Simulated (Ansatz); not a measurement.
**PdOTe: the cell at several levels of theory**

Cell and atoms of a free-standing Janus 2H monolayer of PdOTe are relaxed in turn with PBE and r2SCAN. This is a trial cell built on a prototype, not taken from a measured structure, and it needn't be the compound's ground state.

Program: Ansatz 0.2.0. PAW datasets, plane waves, zero pressure. These are computed values for a spin-unpolarised cell that may be hypothetical; none is a measurement.

### Step 1. The structure to begin with

In-plane lattice: a = 3.193 Å, b = 3.193 Å, γ = 120.0°; thickness between the outer nuclei 3.12 Å. Around Pd lie 3 O at 2.41 Å and 3 Te at 2.41 Å; around O lie 3 Pd at 2.41 Å; around Te lie 3 Pd at 2.41 Å.

The structure in full:

```xyz
3
Lattice="3.1930 0.0000 0.0000 -1.5965 2.7652 0.0000 0.0000 0.0000 18.0000" Properties=species:S:1:pos:R:3 pbc="T T F"
Pd    0.0000    1.8435    9.0000
O     1.5965    0.9217   10.5588
Te    1.5965    0.9217    7.4412
```
Two periodic directions, a and b.

### Step 2. Relaxation with PBE

input.yaml

```yaml
crystal:
  lattice:
    - [3.19300733, 0.0, 0.0]
    - [-1.596503665, 2.7652254622, 0.0]
    - [0.0, 0.0, 18.0]
  atoms:
    - { symbol: Pd, position: [0.3333333333, 0.6666666667, 0.5] }
    - { symbol: O, position: [0.6666666667, 0.3333333333, 0.5865994989] }
    - { symbol: Te, position: [0.6666666667, 0.3333333333, 0.4134005011] }
  periodic: [true, true, false]
kpoints:
  mp_grid: { grid: [12, 12, 1] }
hamiltonian:
  xc: pbe
scf:
  occupations: { method: fermi_dirac, width: 0.02 }
relax:
  f_tol: 0.005
  cell: {}
```

Launch:

```sh
ansatz run input.yaml --threads 4 --pin off --max-ram 5529MiB --backend cpu --events-out ev --progress --plain --runs-dir out
```

The runs that follow: Relaxation with r2SCAN.

**Question.** What will these runs give? Wanted: for each run, a; area; SCF geometries.

The runs gave:

| level | a (Å) | area (Å²/atom) | SCF geometries |
| --- | --- | --- | --- |
| PBE | 3.281 | 3.108 | 14 |
| r2SCAN | 3.256 | 3.060 | 7 |

**Reading.** From the start to the first minimum the area moved by +5.6 %. r2SCAN gives the smallest cell and PBE the largest; they differ by 1.6 % in area, a mean of 0.8 % in length.
